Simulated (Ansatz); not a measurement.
Debugging a single point from an input written key by key of CH7GePS, SMILES C[S][GeH2][PH2] (the Python package of Ansatz (0.2.0)).

`run_deck.py`
```python
import logging
import sys

import ansatz as az
import numpy as np

logging.basicConfig(stream=sys.stdout, format='%(levelname)s %(message)s')
logger = logging.getLogger('run')
logger.setLevel(logging.INFO)

DECK = '''
crystal:
  periodic: [false, false, false]
  atoms:
    - { symbol: C, position_ang: [1.6091, 0.4732, 0.8828] }
    - { symbol: S, position_ang: [1.5421, -1.1391, 0.0448] }
    - { symbol: Ge, position_ang: [-0.6653, -1.0734, -0.2386] }
    - { symbol: P, position_ang: [-1.2033, 0.5093, -1.7972] }
    - { symbol: H, position_ang: [1.2684, 1.275, 0.1959] }
    - { symbol: H, position_ang: [2.6568, 0.6813, 1.1817] }
    - { symbol: H, position_ang: [0.9736, 0.4592, 1.7927] }
    - { symbol: H, position_ang: [-1.3598, -0.7371, 1.1057] }
    - { symbol: H, position_ang: [-1.1547, -2.4581, -0.7338] }
    - { symbol: H, position_ang: [-1.0352, 1.6177, -0.8738] }
    - { symbol: H, position_ang: [-2.6316, 0.392, -1.5602] }
basis:
  gaussian: { orbitals: def2-SVP }
hamiltonian:
  xc: hf
output:
  forces: true
'''


def main() -> None:
    session = az.Session.from_yaml(DECK)
    data = session.plan(threads=1).execute().report()

    logger.info(f'E = {data["free_energy_ev"]:.6f} eV = {data["free_energy_ev"] / 27.211386246:.7f} Ha')
    print('converged:', data['converged'], ' doubts:', data['published_state_doubts'] or 'none')
    symbols = ['C', 'S', 'Ge', 'P', 'H', 'H', 'H', 'H', 'H', 'H', 'H']
    field = data['mean_field']
    print('<S^2> =', round(abs(field['state']['spin_squared']), 4), ' all-electron relativity setting:', field['relativity'])
    print('passes:', field['passes'])
    if 'symmetry' in field:
        print('occupied orbitals by irrep:', field['symmetry']['occupied'])

    forces = np.array(data['forces_ev_ang'])
    print('largest force', round(float(np.linalg.norm(forces, axis=1).max()), 4), 'eV/A, rms', round(float(np.sqrt((forces ** 2).mean())), 4))
    charges = data['charge_distribution']
    dipole = np.array(charges['dipole_moment_e_ang']) * 4.803205
    logger.info('dipole (D): {:.3f} {:.3f} {:.3f}, length {:.3f}'.format(*dipole, np.linalg.norm(dipole)))
    logger.info('atom  Mulliken   Lowdin')
    for symbol, m, l in zip(symbols, charges['mulliken_charges_e'], charges['lowdin_charges_e']):
        logger.info(f'{symbol:4s} {m:9.3f} {l:8.3f}')


if __name__ == '__main__':
    main()
```

```console
$ python run_deck.py
Traceback (most recent call last):
  File "run_deck.py", line 59, in <module>
    main()
    ~~~~^^
  File "run_deck.py", line 37, in main
    data = session.plan(threads=1).execute().report()
TypeError: 'dict' object is not callable
```

Find the fault and give the corrected script.

The fault: report is a dict, not a method. Mended:

```diff
--- before
+++ after
@@ -36,3 +36,3 @@
     session = az.Session.from_yaml(DECK)
-    data = session.plan(threads=1).execute().report()
+    data = session.plan(threads=1).execute().report
```

With that change:

```console
$ python run_deck.py
INFO E = -77690.331943 eV = -2855.0670385 Ha
converged: True  doubts: none
<S^2> = 0.0  all-electron relativity setting: none
passes: {'evaluations': 10, 'products': 23}
occupied orbitals by irrep: [{'A': 38}, {'A': 38}]
largest force 1.406 eV/A, rms 0.476
INFO dipole (D): -1.014 1.190 1.232, length 1.990
INFO atom  Mulliken   Lowdin
INFO C       -0.157   -0.075
INFO S       -0.325    0.200
INFO Ge       0.541   -0.062
INFO P       -0.044    0.206
INFO H        0.079   -0.014
INFO H        0.091   -0.004
INFO H        0.085   -0.006
INFO H       -0.119   -0.080
INFO H       -0.099   -0.070
INFO H       -0.028   -0.050
INFO H       -0.025   -0.045
```

Caveats:
- Total energies depend on the basis set; only differences at equal settings carry meaning.
- The geometry is a force-field or estimated start, not a minimum of this method, and the basis set is short of its limit.
- The Löwdin charges here are taken after orthogonalising the functions within each atom; they differ from plain Löwdin charges, and their signs can be unphysical.
- Finished in 2.1 s on 1 thread of Intel(R) Xeon(R) 6975P-C (Granite Rapids), on a shared host, peak memory 0.3 GiB.

(Lines on the test bed's own set-up are left out of the output.)
